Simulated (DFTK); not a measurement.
Write the native input for DFTK 0.8.2 that does the following.

- Task: single point
- Functional: PBE
- Potentials or basis: dojo.nc.sr.pbe.v0_4_1.standard.upf (PBE)
- Cutoff: 1170 eV
- k mesh: 9 × 9 × 6
- Occupations: fermi-dirac, width 0.05 eV
- Spin: no spin polarisation
- Valence electrons: Mo 14, Se 16
- SCF tolerance on the density: 1e-06

Crystal: MoSe.

```
Mo Se
1.0
     3.47067    0.00000    0.00000
    -1.73533    3.00569    0.00000
     0.00000    0.00000    4.37280
Mo Se
1 1
Cartesian
  1.7353 1.0019 0.1113
  0.0000 2.0038 0.5179
```

The cell was built by a generator and needn't be a form met in nature.

These files were run (other wordings do the same):

run.jl

```julia
using DFTK
using PseudoPotentialData
using Unitful, UnitfulAtomic
using LinearAlgebra, Printf
include("save.jl")
disable_threading()

# lattice vectors are the columns
lattice = austrip(1u"Å") * [    3.47066859     -1.7353343            0.0;
                      0.0     3.00568717            0.0;
                      0.0            0.0     4.37279534]
symbols   = [:Mo, :Se]
positions = [[0.66666667, 0.33333333, 0.02544455],
             [0.33333333, 0.66666667, 0.11843047]]
pseudopotentials = PseudoFamily("dojo.nc.sr.pbe.v0_4_1.standard.upf")
elements = Dict(s => ElementPsp(s, pseudopotentials) for s in unique(symbols))
atoms    = [elements[s] for s in symbols]

build_model(lattice, positions; symmetries=true) =
    model_DFT(lattice, atoms, positions;
              functionals=PBE(),
              temperature=austrip(0.05u"eV"),
              smearing=Smearing.FermiDirac(),
              symmetries)
Ecut  = 43.0  # hartree
kgrid = [9, 9, 6]
tol   = 1e-6
to_GPa = ustrip(uconvert(u"GPa", 1u"hartree/bohr^3"))

model = build_model(lattice, positions)
basis = PlaneWaveBasis(model; Ecut, kgrid)
display(basis)
scfres = self_consistent_field(basis;
                               tol,
                               nbandsalg=AdaptiveBands(model; n_bands_converge=20))
display(scfres.energies)
@printf "Fermi level: %.6f eV\n" ustrip(auconvert(u"eV", something(scfres.εF, NaN)))
forces = compute_forces_cart(scfres)
println("Forces (eV/Å)")
for (s, f) in zip(symbols, forces)
    @printf "%-3s %12.6f %12.6f %12.6f\n" s ustrip.(auconvert.(u"eV/Å", f))...
end
stress = compute_stresses_cart(scfres)
println("Stress (GPa)")
display(round.(stress * to_GPa; digits=4))
println("Levels at the first k-point (eV): ", round.(ustrip.(auconvert.(u"eV", scfres.eigenvalues[1][1:scfres.n_bands_converge])); digits=4))
save_scf!(scfres; forces, stress)
```

Potentials or basis: dojo.nc.sr.pbe.v0_4_1.standard.upf (PBE).

Command:

```sh
$ julia --threads=1 run.jl  # save.jl only writes the numbers to a file and isn't shown; printed stress counts tension as positive; times include loading and compiling
```

It gave:

| Property | Result |
| --- | --- |
| Pressure | 69.8 GPa |
| Largest force | 6.175 eV/Å |
| Band gap on the k mesh | none (metal or under the smearing width) |

Caveat: a pressure of tens of GPa on the cell as given is suspect, and the run, the potentials or the cell itself is likely at fault; this functional lacks dispersion, which binds the layers, so the pressure and a relaxed spacing across them are unreliable; forces of over 1 eV/Å show positions far from the minimum, so gaps and moduli don't describe the material at rest.

Wall time 23 min on 1 thread of AMD EPYC 7571, with other jobs on the host, peak memory 2.8 GiB.
